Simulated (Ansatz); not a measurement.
# CH5BO2: vertical ionisation energy

How much energy removes an electron from CH5BO2 at fixed geometry? The cation is run at each level and the neutral's energy taken from earlier runs.

Program: Ansatz 0.2.0, Gaussian basis. Level of theory: unrestricted cation, the program's frozen cores in correlated methods. These are calculated values, not measurements.

The runs, in order: UKS PBE-D4/def2-TZVPP; UKS r2SCAN-D4/def2-TZVPP; UKS PBE0-D4/def2-TZVPP; UKS B3LYP-D4/def2-TZVPP; UKS wB97X-V/def2-TZVPP; UKS wB97M-V/def2-TZVPP; UKS B2PLYP/def2-TZVPP; UHF-CCSD(T)/def2-TZVPP; UHF-CCSD(T)/def2-QZVPP; extrapolation to the limit; then −ε(HOMO) from the neutral's earlier runs with LDA (SPW92), PBE-D4, revPBE-D4, BLYP-D4, r2SCAN-D4, B97M-V, PBE0-D4, B3LYP-D4, r2SCANh-D4, r2SCAN0-D4, HSE06-D4, BHLYP-D4, CAM-B3LYP-D4, LC-ωPBE, ωB97X-V, ωB97M-V.

## 1. Structure used throughout

The geometry comes from an earlier relaxation with PBE0-D4 in a triple-zeta def2 set; it is a stationary point, not always the lowest conformer.

SMILES `CB(O)O`, 9 atoms, charge 0, spin multiplicity 1.

Atoms are counted from 1 here; the program's logs count them from 0.

Bond lengths: C1–B2 1.566 Å, C1–H5 1.091 Å, C1–H6 1.096 Å, C1–H7 1.091 Å, B2–O3 1.370 Å, B2–O4 1.370 Å, O3–H8 0.960 Å, O4–H9 0.960 Å. Angles: B2–C1–H5 111.9°, B2–C1–H6 109.3°, B2–C1–H7 112.0°, H5–C1–H6 106.9°, H5–C1–H7 109.4°, H6–C1–H7 107.0°, C1–B2–O3 118.5°, C1–B2–O4 118.5°, O3–B2–O4 123.0°, B2–O3–H8 115.6°, B2–O4–H9 115.6°.

As a file:

```csv
atom,x (Å),y (Å),z (Å)
C1,0.6448,0.5166,-0.9336
B2,-0.1430,-0.1605,0.2379
O3,-1.3080,-0.8200,-0.0539
O4,0.3533,-0.0490,1.5101
H5,0.4944,-0.0041,-1.8806
H6,0.2809,1.5408,-1.0712
H7,1.7132,0.5835,-0.7223
H8,-1.7711,-1.1969,0.6974
H9,-0.1761,-0.4566,2.1990
```

## 2. Cation, UKS PBE-D4/def2-TZVPP

in.yaml

```yaml
crystal:
  periodic: [false, false, false]
  atoms:
    - {symbol: C, position_ang: [0.644848, 0.516614, -0.933557]}
    - {symbol: B, position_ang: [-0.143017, -0.160465, 0.237857]}
    - {symbol: O, position_ang: [-1.308036, -0.820043, -0.053907]}
    - {symbol: O, position_ang: [0.353287, -0.048998, 1.510091]}
    - {symbol: H, position_ang: [0.494438, -0.004060, -1.880569]}
    - {symbol: H, position_ang: [0.280879, 1.540829, -1.071161]}
    - {symbol: H, position_ang: [1.713162, 0.583462, -0.722328]}
    - {symbol: H, position_ang: [-1.771076, -1.196905, 0.697412]}
    - {symbol: H, position_ang: [-0.176087, -0.456635, 2.198964]}
basis:
  gaussian: {orbitals: def2-TZVPP}
total_charge: 1
magnetization: {spin_polarized: true, initial_magnetization: 1}
hamiltonian: {xc: pbe, dispersion: d4}
```

Started as:

```sh
$ ansatz run in.yaml --threads 2 --pin off --events-out ev --progress --plain --max-ram 32768MiB --backend cpu
```

After this run come: Cation, UKS r2SCAN-D4/def2-TZVPP; Cation, UKS PBE0-D4/def2-TZVPP; Cation, UKS B3LYP-D4/def2-TZVPP; Cation, UKS wB97X-V/def2-TZVPP; Cation, UKS wB97M-V/def2-TZVPP; Cation, UKS B2PLYP (frozen core)/def2-TZVPP; Cation, UHF-CCSD(T)/def2-TZVPP; Cation, UHF-CCSD(T)/def2-QZVPP.

Before running them: what should the planned runs give, taken together? Wanted: ionisation energy, CCSD(T)/def2-TZVPP; nearest functional by difference; nearest −ε(HOMO); −ε(HOMO) of PBE; T1 of the cation.

**Answer**, as computed:

```
                             quantity               value
ionisation energy, CCSD(T)/def2-TZVPP            12.27 eV
     nearest functional by difference  ωB97X-V (-0.19 eV)
                     nearest −ε(HOMO)  LC-ωPBE (-0.01 eV)
                      −ε(HOMO) of PBE             7.63 eV
                     T1 of the cation               0.068
```

By cation minus neutral, the functionals miss by 0.93 eV at most. The PBE orbital energy is 4.6 eV too small: a semilocal HOMO is no ionisation energy. Among orbital estimates LC-ωPBE comes nearest. Hartree-Fock falls 1.08 eV short, as the neutral has more correlation energy than the cation. The cation's T1 (from the report) is 0.068, above the customary mark of 0.045 for open shells, so the coupled-cluster value is less safe. The cation may have settled in a state other than its lowest; no search over hole states beyond the program's own was made.
